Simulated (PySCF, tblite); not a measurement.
**C4H8O2SSi2: geometry, infrared bands and NMR shifts**

Wanted: the infrared bands and NMR shifts of C4H8O2SSi2 (`C=C1[Si@@H](O)C([SiH3])=C[S@]1=O`), by calculation.

The runs use tblite 0.8.0 and PySCF 2.14.0, with density-fitted response routines of our own; the level of theory stands in each step. All values are computed, except where a source is named. Atoms count from 0, in the outputs and in this text.

### Step 1. Starting geometry

17 atoms, charge 0, multiplicity 1; geometry from: force field or distance geometry start.

Bonds of the start (Å): C0–C1 1.32, C1–Si2 1.85, Si2–O3 1.66, Si2–C4 1.84, C4–Si5 1.80, C4–C6 1.34, C6–S7 1.80, S7–O8 1.50, S7–C1 1.80, C0–H9 1.09, C0–H10 1.10, Si2–H11 1.47, O3–H12 0.99, Si5–H13 1.48, Si5–H14 1.49, Si5–H15 1.49, C6–H16 1.09.

### Step 2. Relaxing the molecule with GFN2-xTB

What the job is given:

```
{"job": {"kind": "relax", "xc": "GFN2-xTB", "basis": "xTB"}, "charge": 0, "multiplicity": 1}
C     -2.499900     0.673200    -1.493400
C     -1.412900     0.131400    -0.975600
Si     0.190500     0.919700    -0.491600
O     -0.050200     2.206100     0.529100
C      0.932500    -0.547500     0.330800
Si     2.549400    -0.263200     1.072300
C      0.213500    -1.677400     0.304600
S     -1.358500    -1.623200    -0.569100
O     -2.406500    -1.839400     0.480700
H     -2.571400     1.735000    -1.717300
H     -3.398500     0.079300    -1.697000
H      0.952800     1.343200    -1.680400
H     -0.746100     2.071200     1.217300
H      2.436400     0.573100     2.290300
H      3.478200     0.388100     0.113500
H      3.140400    -1.565200     1.482000
H      0.543300    -2.592300     0.793700
```

Command:

```sh
$ OMP_NUM_THREADS=1 python probes_run.py task.json out
```

The driver reads the jobs from task.json and runs them one after another.

**Question.** This job is followed by: GFN2-xTB harmonic vibrations, gas phase; GIAO PBE0/pcSseg-1 NMR shielding, non-relativistic, gas phase. What will the session give for the following? strongest single infrared mode (GFN2-xTB); zero-point energy (GFN2-xTB); ¹³C shifts against TMS (PBE0/pcSseg-1); ¹H shifts against TMS (PBE0/pcSseg-1, means over atoms taken as alike); ²⁹Si shifts against TMS (PBE0/pcSseg-1); ¹⁷O shifts against H2O (PBE0/pcSseg-1); ³³S shifts against CS2 (PBE0/pcSseg-1).

The runs gave:

| quantity | value |
| --- | --- |
| strongest single infrared mode (GFN2-xTB) | 800 cm⁻¹, 553 km/mol |
| zero-point energy (GFN2-xTB) | 65.0 kcal/mol |
| ¹³C shifts against TMS (PBE0/pcSseg-1) | 185.5, 175.8, 149.1, 136.4 ppm |
| ¹H shifts against TMS (PBE0/pcSseg-1, means over atoms taken as alike) | 8.20, 6.89, 6.82, 5.27, 4.44, 2.14 ppm |
| ²⁹Si shifts against TMS (PBE0/pcSseg-1) | -20.7, -72.9 ppm |
| ¹⁷O shifts against H2O (PBE0/pcSseg-1) | 78.3, 42.6 ppm |
| ³³S shifts against CS2 (PBE0/pcSseg-1) | 368 ppm |

The optimisation took 109 steps and gained 0.429 eV; among the close pairs (by a distance rule), C4–Si5 changed most, from 1.801 to 1.888 Å. No mode is imaginary among the 45: a minimum at this level. The strongest single mode, at 800 cm⁻¹, is spread over many atoms; the largest shares are those of H12, H13. Unscaled tight-binding wavenumbers are off by several per cent, some by more. Its intensities can rank the bands wrongly. At PBE0/pcSseg-1: The largest span, 420 ppm, is at O8, where the paramagnetic term is -138 ppm.
